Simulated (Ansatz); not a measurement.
What does this script print? It uses Ansatz 0.2.0 through its Python package.

`c2h4te.py`
```python
# -*- coding: utf-8 -*-
import ansatz as az
from ase import Atoms


def main():
    atoms = Atoms(['C', 'C', 'Te', 'H', 'H', 'H', 'H'], positions=[
        (-0.8731, 0.3556, -0.4273),
        (0.0374, 0.3029, 0.475),
        (0.9217, -1.5603, 0.8778),
        (-1.1779, -0.4666, -0.9881),
        (-1.3816, 1.353, -0.6643),
        (0.3668, 1.2041, 1.0154),
        (2.168, -1.2567, -0.3342),
    ])

    first = (
        az.Crystal.molecule_from_ase(atoms).calculation()
        .basis(gaussian='def2-SVP')
        .functional('CAM-B3LYP')
        .relax(force_tolerance=0.02, max_steps=80)
    )
    atoms.positions = first.run().report['positions_ang']

    rows = []
    for angle in [90, 100, 110, 120, 135, 150, 165, 179]:
        bent = atoms.copy()
        bent.set_angle(1, 2, 6, angle, indices=[6])
        calculation = az.Crystal.molecule_from_ase(bent).calculation()
        calculation = calculation.basis(gaussian='def2-SVP')
        calculation = calculation.functional('CAM-B3LYP')
        rows.append((angle, calculation.run().report['free_energy_ev']))
    floor = min(e for _, e in rows)
    for angle, e in rows:
        print(f'angle C1-Te2-H6 = {angle:3d} deg   {1000 * (e - floor):9.1f} meV')


if __name__ == '__main__':
    main()
```

```console
$ python c2h4te.py
angle C1-Te2-H6 =  90 deg         0.0 meV
angle C1-Te2-H6 = 100 deg        20.1 meV
angle C1-Te2-H6 = 110 deg       171.8 meV
angle C1-Te2-H6 = 120 deg       442.6 meV
angle C1-Te2-H6 = 135 deg      1049.9 meV
angle C1-Te2-H6 = 150 deg      1868.0 meV
angle C1-Te2-H6 = 165 deg      2834.9 meV
angle C1-Te2-H6 = 179 deg      3584.6 meV
```

What to keep in mind:
- The scan is rigid, and the energies are electronic, in a modest basis. The zero is the lowest point of the grid, which needn't be the minimum.
- def2 sets replace the cores of elements past krypton by effective core potentials.
- Wall time of the script: 52 s on 1 thread of Arm Neoverse V2, on a shared host, peak memory 0.28 GiB.

(A comment or docstring line of the script was reworded after the run, the code is as it ran; lines on the test bed's own set-up are left out of the output.)
